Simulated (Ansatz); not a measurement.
**Ta: a trigonal deformation path**

One table from this session's results is given with a row withheld; the runs are named, their logs left out.

Computed with Ansatz 0.2.0 (DFT r2SCAN, scalar-relativistic, plane waves, PAW, unless a step's input says otherwise).

### The structure to begin with

Symmetry: Im-3m, No. 229, cubic system. The conventional cell has a = 3.303 Å, b = 3.303 Å, c = 3.303 Å, α = 90.00°, β = 90.00°, γ = 90.00°. Ta (site symmetry m-3m) has 8 Ta at 2.86 Å in its first shell of neighbours.

As a file:

```cif
data_structure
_symmetry_space_group_name_H-M 'P 1'
_symmetry_Int_Tables_number 1
_cell_length_a 2.8601
_cell_length_b 2.8601
_cell_length_c 2.8601
_cell_angle_alpha 109.471
_cell_angle_beta 109.471
_cell_angle_gamma 109.471
_cell_volume 18.01
loop_
_atom_site_label
_atom_site_type_symbol
_atom_site_fract_x
_atom_site_fract_y
_atom_site_fract_z
_atom_site_occupancy
Ta1 Ta 0.00000 0.00000 0.00000 1
```

The cell is taken as given, not relaxed at this level.

### Zero of energy

The reference gives a free energy of -9944.3257 eV, pressure 0.63 GPa, largest force 0.000 eV/Å and gap on the mesh none (metal). It was computed beforehand with the settings of the runs below.

The first run:

At fixed volume and fractional coordinates, lengths along (0.577, 0.577, 0.577) are scaled against those across it; ρ is that ratio over its starting value.

input.yaml

```yaml
crystal:
  lattice:
    - [-2.4272295031, 1.7337353594, 1.7337353594]
    - [1.7337353594, -2.4272295031, 1.7337353594]
    - [1.7337353594, 1.7337353594, -2.4272295031]
  atoms:
    - { symbol: Ta, position: [0.0, 0.0, 0.0] }
basis:
  ecutwfc: 500
kpoints:
  mp_grid: { grid: [22, 22, 22] }
hamiltonian:
  xc: r2scan
scf:
  occupations: { method: gaussian, width: 0.15 }
output:
  forces: true
  stress: true
  eigenvalues: true
```

Started as:

```
$ ansatz run input.yaml --threads 1 --pin off --max-ram 2560MiB --backend cpu --events-out ev --progress --plain --runs-dir out
```

Steps of the session up to this table: At ρ = 0.500; Point ρ = 2.000; ρ = 0.710; ρ = 1.410; ρ = 0.600; At ρ = 0.850; ρ = 1.200; ρ = 1.700; Point ρ = 0.930; Point ρ = 1.080.

One of the session's tables, all rows but one given; the rest of the session is left out.

| ρ | ΔE (meV/atom) | pressure (GPa) |
| --- | --- | --- |
| 0.500 | 9132.4 | 180.6 |
| 0.600 | 3313.1 | 68.7 |
| 0.710 | 986.8 | 22.6 |
| 0.850 | 129.2 | 3.6 |
| 0.930 | 25.5 | 0.9 |
| 1.000 | 0.0 | 0.6 |
| 1.080 | 33.7 | 0.9 |
| 1.200 | 147.4 | 2.9 |
| 1.410 | 515.5 | 10.2 |
| 1.700 | ? | ? |
| 2.000 | 1339.2 | 22.2 |

**Question.** Estimate the row for ρ = 1.700.

Worked estimate for «ΔE (meV/atom)». A straight line through the neighbours (1.410, 515.5) and (2.000, 1339.2) gives 515.5 + (1339.2 − 515.5) × (1.700 − 1.410) / (2.000 − 1.410) = 920.4; a parabola fitted to 3 rows on both sides gives 959.2.

The run gave: ΔE (meV/atom): 1104.4; pressure (GPa): 18.5. In «ΔE (meV/atom)» the line misses by -184.0 and the parabola by -145.2.
